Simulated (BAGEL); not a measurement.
# HF/6-31G(d) (density fitting with qzvpp-jkfit, spherical functions) run of BF3 (boron trifluoride)

Aim: the electronic atomisation energy of BF3 (boron trifluoride) at HF/6-31G* (density fitting with qzvpp-jkfit, spherical functions), from 3 runs. 

The results are computed with BAGEL 1.2.2.

9 further runs of the same task are left out: 9 set aside as unsound or not needed.

**1. The system as given**

BF3 has 4 atoms, charge 0, and is taken as a singlet. SMILES: `FB(F)F`. The coordinates come from a GFN2-xTB relaxation.

Bond lengths: B1–F2 1.301 Å, B1–F3 1.301 Å, B1–F4 1.301 Å. Angles: F2–B1–F3 120.0°, F2–B1–F4 120.0°, F3–B1–F4 120.0°.

**2. A single-point energy at HF/6-31G(d) (density fitting with qzvpp-jkfit, spherical functions)**

input.json reads:

```json
{ "bagel" : [

{
  "title" : "molecule",
  "basis" : "6-31gs.json",
  "df_basis" : "qzvpp-jkfit",
  "angstrom" : true,
  "geometry" : [
    { "atom" : "B", "xyz" : [       0.000110,       0.000040,      -0.000210 ] },
    { "atom" : "F", "xyz" : [       1.300290,      -0.027650,       0.013460 ] },
    { "atom" : "F", "xyz" : [      -0.626240,       1.139760,      -0.017260 ] },
    { "atom" : "F", "xyz" : [      -0.674160,      -1.112140,       0.004010 ] }
  ]
},

{ "title" : "hf" },

{ "title" : "print", "file" : "orbitals.molden", "orbitals" : true }

]}
```

The basis set 6-31G* is read from a file made from the Basis Set Exchange's data (not shown).

Started as:

```console
BAGEL_NUM_THREADS=1 BAGEL input.json > input.out
```

The program printed:

```text
* using 1 threads per process

  ===============================================================
  ===============================================================

  *** Geometry ***

  { "atom" : "B", "xyz" : [      0.000208,      0.000076,     -0.000397 ] },
  { "atom" : "F", "xyz" : [      2.457192,     -0.052251,      0.025436 ] },
  { "atom" : "F", "xyz" : [     -1.183422,      2.153834,     -0.032617 ] },
  { "atom" : "F", "xyz" : [     -1.273978,     -2.101640,      0.007578 ] },

  Number of auxiliary basis functions:      306

  Since a DF basis is specified, we compute 2- and 3-index integrals:
    o Being stored without compression. Storage requirement is 0.008 GB

  Number of basis functions:       56
  Number of electrons      :       32

    * METHOD: MOLECULE                             0.08

  *** RHF ***

  === Nuclear Repulsion ===
   112.0111739615

      * DIIS with orbital gradients will be used.

  === RHF iteration (6-31gs.json) ===
      0       -322.99345758          0.03105221           0.02
      1       -323.12976693          0.01863775           0.01
      2       -323.19044567          0.00099440           0.01
      3       -323.19074601          0.00009955           0.01
      4       -323.19075012          0.00001825           0.01
      5       -323.19075028          0.00000359           0.01
      6       -323.19075028          0.00000051           0.01
      7       -323.19075028          0.00000016           0.01
      8       -323.19075028          0.00000006           0.01
      9       -323.19075028          0.00000001           0.01
     10       -323.19075028          0.00000000           0.01
    * SCF iteration converged.

    * Permanent dipole moment:
           (   -0.000446,    -0.000143,     0.000628) a.u.

    * METHOD: HF                                   0.20

    * METHOD: PRINT                                0.01

  ===============================================================
```

It took 0.4 s on 1 thread of Arm Neoverse V1, shared host.

**3. The B atom**

input.json reads:

```json
{ "bagel": [

{
  "title": "molecule",
  "basis": "6-31gs.json",
  "df_basis": "qzvpp-jkfit",
  "angstrom": true,
  "geometry": [
    { "atom": "B", "xyz": [       0.000000,       0.000000,       0.000000 ] }
  ]
},

{
  "title": "uhf",
  "nopen": 1
},

{
  "title": "print",
  "file": "orbitals.molden",
  "orbitals": true
}

]}
```

The basis set 6-31G* is read from a file made from the Basis Set Exchange's data (not shown).

Started as:

```console
BAGEL_NUM_THREADS=1 BAGEL input.json > input.out
```

The program printed:

```text
* using 1 threads per process

  ===============================================================
  ===============================================================

  *** Geometry ***

  { "atom" : "B", "xyz" : [      0.000000,      0.000000,      0.000000 ] },

  Number of auxiliary basis functions:       75

  Since a DF basis is specified, we compute 2- and 3-index integrals:
    o Being stored without compression. Storage requirement is 0.000 GB

  Number of basis functions:       14
  Number of electrons      :        5

    * METHOD: MOLECULE                             0.01

  *** Open-shell HF ***

  === Nuclear Repulsion ===
     0.0000000000

      * DIIS with orbital gradients will be used.

  === UHF iteration (6-31gs.json) ===
      0        -24.51186099          0.00975244           0.00
      1        -24.51999017          0.00446414           0.00
      2        -24.52154717          0.00204962           0.00
      3        -24.52196699          0.00003083           0.00
      4        -24.52197076          0.00001308           0.00
      5        -24.52197131          0.00000319           0.00
      6        -24.52197135          0.00000010           0.00
      7        -24.52197135          0.00000001           0.00
    * SCF iteration converged.

    * S^2 (UHF) is 0.7538

    * Permanent dipole moment:
           (   -0.000000,    -0.000000,    -0.000000) a.u.

    * METHOD: UHF                                  0.02

    * METHOD: PRINT                                0.00

  ===============================================================
```

Run time: 0.16 s. Hardware: 1 thread of Arm Neoverse V1, shared host.

**4. The F atom at the same level**

calc.json reads:

```json
{ "bagel" : [

{
  "title" : "molecule",
  "basis" : "6-31gs.json",
  "df_basis" : "qzvpp-jkfit",
  "angstrom" : "true",
  "geometry" : [
    { "atom" : "F", "xyz" : [    0.000000,    0.000000,    0.000000 ] }
  ]
},
{
  "title" : "uhf",
  "nopen" : 1
},
{
  "title" : "print",
  "file" : "orbitals.molden",
  "orbitals" : "true"
}

]}
```

The basis set 6-31G* is read from a file made from the Basis Set Exchange's data (not shown).

Run the same way, it converges to -99.36340 Eh (log not shown).

**5. Results**

Level: HF/6-31G* (density fitting with qzvpp-jkfit, spherical functions).

| quantity | value |
| --- | --- |
| molecule: total energy | -323.19075 Eh |
| molecule: dipole moment | 0.00 D |
| molecule: HOMO energy | -17.68 eV |
| molecule: LUMO energy | 5.70 eV |
| molecule: HOMO–LUMO gap | 23.38 eV |
| B atom: total energy | -24.52197 Eh |
| B atom: dipole moment | 0.00 D |
| B atom: ⟨S²⟩ | 0.754 |
| F atom: total energy | -99.36340 Eh |
| F atom: dipole moment | 0.00 D |
| F atom: ⟨S²⟩ | 0.753 |
| electronic atomisation energy | 15.744 eV |

**Reading.** Taking the molecule apart into free atoms costs 15.74 eV (1519 kJ/mol), before zero-point energy and without spin-orbit coupling. Hartree–Fock lacks the correlation of the bonding pairs, which as a rule makes this value much too low; in minimal bases other errors can mask that.
